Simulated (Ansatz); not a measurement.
This script makes a convergence test of the plane-wave cutoff of CdS, space group F-43m with Ansatz 0.2.0, Python API.

The script, `cds.py`:
```python
"""Convergence of CdS with the plane-wave cutoff."""

import csv

import ansatz as az


def main() -> None:
    lattice = az.Lattice.of(
        (0.0, 2.9165, 2.9165),
        (2.9165, 0.0, 2.9165),
        (2.9165, 2.9165, 0.0),
    )
    sites = [
        ("Cd", (0.0, 0.0, 0.0)),
        ("S", (0.25, 0.25, 0.25)),
    ]
    structure = az.Crystal(lattice=lattice)
    for symbol, position in sites:
        structure = structure.atom(symbol, position)

    calculation = (
        structure.calculation()
        .functional(az.Functional.PBE)
        .kpoints(6)
        .occupations("Fixed")
        .scf(tolerance=1e-10)
        .stress()
    )

    rows = []
    for value in [300, 400, 500, 600, 700, 800]:
        r = calculation.basis(value).run(threads=1, pin="off").report
        rows.append((value, r["free_energy_ev"] / len(r["lattice"]["sites"]), r["n_iterations"], sum(r["stress_gpa"][i][i] for i in range(3)) / 3, r["n_pw"]))

    with open("ecut.csv", "w", newline="") as handle:
        writer = csv.writer(handle)
        writer.writerow(["cutoff (eV)", "F/atom (eV)", "iterations", "P (GPa)", "plane waves"])
        writer.writerows([round(v, 5) if isinstance(v, float) else v for v in row] for row in rows)

    # differences from the last row
    for row in rows[:-1]:
        shift = 1000 * (row[1] - rows[-1][1])
        print(f"{row[0]}: {shift:+.2f} meV/atom" + ("  (within 5 meV)" if abs(shift) < 5 else ""))


if __name__ == "__main__":
    main()
```

From which cutoff on is the energy per atom within 5 meV of the last row, and how does it get there?

From 400 eV on it stays within 5 meV an atom of the value at 800 eV; the first row (300 eV) is off by 66.3 meV and the last but one by 0.02 meV. The energy falls steadily, as expected when plane waves are added. The pressure moves from 2.94 to 2.85 GPa (the program's stress holds a Pulay correction, so it settles early).

What the script printed:

```console
$ python cds.py
DeckWarning: basis.ecutwfc = 300 eV is below the records' recommended 420 eV, and the density's cutoff is lower with it unless basis.ecutrho_ratio is high enough to keep the records' density cutoff: compare with a run at a higher cutoff
DeckWarning: basis.ecutwfc = 400 eV is below the records' recommended 420 eV, and the density's cutoff is lower with it unless basis.ecutrho_ratio is high enough to keep the records' density cutoff: compare with a run at a higher cutoff
300: +66.30 meV/atom
400: +1.86 meV/atom  (within 5 meV)
500: +0.28 meV/atom  (within 5 meV)
600: +0.08 meV/atom  (within 5 meV)
700: +0.02 meV/atom  (within 5 meV)
```
(Warnings from the package without file and line.)

File `ecut.csv` afterwards:
```csv
cutoff (eV),F/atom (eV),iterations,P (GPa),plane waves
300,-4578.83801,8,2.93565,561
400,-4578.90246,7,2.85708,893
500,-4578.90403,7,2.8554,1243
600,-4578.90424,7,2.85507,1639
700,-4578.9043,7,2.85487,2085
800,-4578.90432,7,2.85477,2637
```

Caveats:
- Pressure is positive in compression.
- The structure is a deposited one; some such entries were measured under pressure or heat, so a shift against it needn't be the functional's error alone.
- Shifts are counted from the last row, which is itself no proven limit.
- Wall time of the script: 9.8 s on 1 thread of Intel(R) Xeon(R) Processor @ 2.30GHz (shared host), peak memory 0.54 GiB.
